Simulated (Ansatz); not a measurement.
# CH5BrGe: vertical and adiabatic energies of changing the electron count, by script

Aim: vertical and adiabatic energies of changing the electron count, for CH5BrGe, run from a script. SMILES: [CH3][GeH2][Br].

Computed with Ansatz 0.2.0, driven from Python. Level of theory: PBE+D3(BJ)/def2-SVP.

### 1 Starting point

Bond lengths: C1–Ge2 1.879 Å, Ge2–Br3 2.303 Å, C1–H4 1.171 Å, C1–H5 1.126 Å, C1–H6 1.135 Å, Ge2–H7 1.564 Å, Ge2–H8 1.508 Å. Angles: C1–Ge2–Br3 108.8°, C1–Ge2–H7 109.4°, C1–Ge2–H8 110.8°, Br3–Ge2–H7 109.0°, Br3–Ge2–H8 109.1°, H7–Ge2–H8 109.7°, Ge2–C1–H4 110.7°, Ge2–C1–H5 112.2°, Ge2–C1–H6 113.0°, H4–C1–H5 108.4°, H4–C1–H6 107.5°, H5–C1–H6 104.7°.

No structure file is read: the coordinates are typed or built in the script.

### 2 The code

run_adiabatic.py reads:

```python
"""How CH5BrGe relaxes after losing an electron."""

import itertools
import logging
import sys

import ansatz as az
from ase import Atoms
from ase.data import atomic_numbers, covalent_radii
import numpy as np

logging.basicConfig(stream=sys.stdout, format="[%(levelname)s] %(message)s")
logger = logging.getLogger("run")
logger.setLevel(logging.INFO)

atoms = Atoms(["C", "Ge", "Br", "H", "H", "H", "H", "H"], positions=[
    (-0.5874, 0.7332, -0.338),
    (0.4517, -0.7523, 0.1551),
    (1.6655, -0.2151, 2.0365),
    (0.0952, 1.6555, -0.5722),
    (-1.3194, 1.0271, 0.4662),
    (-1.229, 0.5413, -1.254),
    (1.4402, -1.1041, -1.005),
    (-0.4246, -1.9426, 0.4556),
])
system = az.Crystal.molecule_from_ase(atoms)

base = (
    system.calculation()
    .basis(gaussian="def2-SVP")
    .functional("pbe", dispersion="d3bj")
)
symbols = [site.symbol for site in system.cartesian_sites]
start = np.array([site.position_ang for site in system.cartesian_sites], dtype=float)
summary = base.relax(force_tolerance=0.01, max_steps=100).run().report
end = np.array(summary["positions_ang"])

minimum = az.Crystal.molecule()
for symbol, place in zip(symbols, end):
    minimum = minimum.atom(symbol, place.tolist())
ion = (
    minimum.calculation()
    .basis(gaussian="def2-SVP")
    .functional("pbe", dispersion="d3bj")
    .charge(1)
    .spin("collinear", total=1)
)
vertical = ion.run().report
settled = ion.relax(force_tolerance=0.01, max_steps=80).run().report
logger.info(f"vertical ionisation energy   {vertical['free_energy_ev'] - summary['free_energy_ev']:.3f} eV")
logger.info(f"adiabatic, no zero point     {settled['free_energy_ev'] - summary['free_energy_ev']:.3f} eV")
logger.info(f"relaxation energy of the ion {vertical['free_energy_ev'] - settled['free_energy_ev']:.3f} eV")
ionised = np.array(settled["positions_ang"])
# pairs closer than 1.2 times the sum of covalent radii, before or after
radius = [covalent_radii[atomic_numbers[s]] for s in symbols]
span = lambda where, i, j: np.linalg.norm(where[i] - where[j])
bonded = [(i, j) for i, j in itertools.combinations(range(len(symbols)), 2) if min(span(end, i, j), span(ionised, i, j)) < 1.2 * (radius[i] + radius[j])]
logger.info("pair        before    after (A)")
for i, j in bonded:
    print(f"{symbols[i]}{i}-{symbols[j]}{j}".ljust(10), f"{span(end, i, j):8.4f} {span(ionised, i, j):8.4f}")
```

### 3 Running it

The run is started by

```sh
$ python run_adiabatic.py
```

Without the output at hand: what should come out? Wanted: vertical ionisation energy; adiabatic ionisation energy, no zero point.

As calculated:

| quantity | value |
| --- | --- |
| vertical ionisation energy | 9.892 eV |
| adiabatic ionisation energy, no zero point | 9.722 eV |
| runs compared | 3 |

**Reading.** The ionisation energy is a difference of two total energies at the neutral geometry; letting the ion relax lowers it by 0.17 eV. Run 1: After 4 moves the largest shift is 0.075 Å, of atom 1 (C). Run 3: After 7 moves the largest shift is 0.170 Å, of atom 3 (Br). The energies are electronic: no zero-point or thermal terms, and the basis set is short of its limit. The product may relax into another structure. The relaxation finds the nearest minimum, so the adiabatic value is an upper bound.
